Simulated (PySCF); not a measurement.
# [NdF2]2+: other functionals and bases at one geometry

One table from this session's results is given with a row withheld; the runs are named, their logs left out.

Computed with PySCF 2.14.0. Level: several levels, as the steps say, no spin–orbit coupling.

1 further run of the same task is left out (for a known fault of the program).

## Where the work starts

3 atoms, charge 2, spin multiplicity 1.

Bond lengths: Nd1–F2 1.891 Å, Nd1–F3 1.891 Å. Angles: F2–Nd1–F3 101.0°.

As a file:

```
Nd    0.0000    0.0000   -0.4237
F     1.4591    0.0000    0.7789
F    -1.4591    0.0000    0.7789
```

Formal oxidation states: Nd +4. Each metal's 2 4f electrons lie in its core potential, so multiplicities, spins and levels count the valence alone. An earlier session relaxed this geometry at PBE0, Nd lcecp-2-SVP with ECP48, F def2-SVP (singlet, point group C2v).

At PBE0 on the finer grid: E = -238.618271 Eh, frontier levels not given, since the 4f levels lie in the core, Mulliken charge on Nd1 +2.28 e, largest force component 0.003 eV/Å. 

Levels to run: TPSS; PBE; PBE0, TZVP. Hardware: 2 threads of Intel Xeon Platinum 8488C (Sapphire Rapids), shared host.

Set-up of the first run:

Contents of run.py (the lines that set the calculation):

```python
mol = gto.M(atom='''
Nd     0.00000     0.00000    -0.42373
F      1.45913     0.00000     0.77885
F     -1.45913     0.00000     0.77885''',
    basis={'Nd': 'lcecp-2-SVP', 'F': 'def2-SVP'},
    ecp={'Nd': 'lcecp-2-SVP'},
    charge=2, spin=0)
mf = dft.RKS(mol, xc='TPSS')
mf.grids.atom_grid = (75, 302)  # f atoms: unpruned, at least (60, 302)
mf = mf.density_fit()  # fitting sets: Nd AutoAux, F def2-universal-JKFIT
mf.conv_tol = 1e-08; mf.max_cycle = 55
mf.kernel(dm0)  # dm0: the density of the relaxed state
```

On the command line:

```
$ OMP_NUM_THREADS=2 python run.py
```

Steps of the session up to this table: TPSS; PBE; PBE0, TZVP.

One of the session's tables, all rows but one given; the rest of the session is left out.

| level | charge on Nd1 (e) | dipole (D) | largest force component (eV/Å) |
| --- | --- | --- | --- |
| PBE0 (relaxed here) | 2.28 | 5.63 | 0.00 |
| TPSS | 2.19 | 5.20 | 1.07 |
| PBE | ? | ? | ? |
| PBE0, TZVP | 2.39 | 5.66 | 0.54 |

Estimate the missing values for PBE.

The run gave: charge on Nd1 (e): 2.13; dipole (D): 5.01; largest force component (eV/Å): 0.97. In the column «charge on Nd1 (e)» it is the lowest.

The dipole of a charged species depends on the origin, so these sizes hold for this origin alone.

The largest leftover force, 1.07 eV/Å with TPSS, stands at a geometry relaxed at another level. With 4f in the core, its levels are missing from HOMO and gap, and its count is fixed, so no charge can pass from the ligands into it. Total energies of different levels can't be compared.
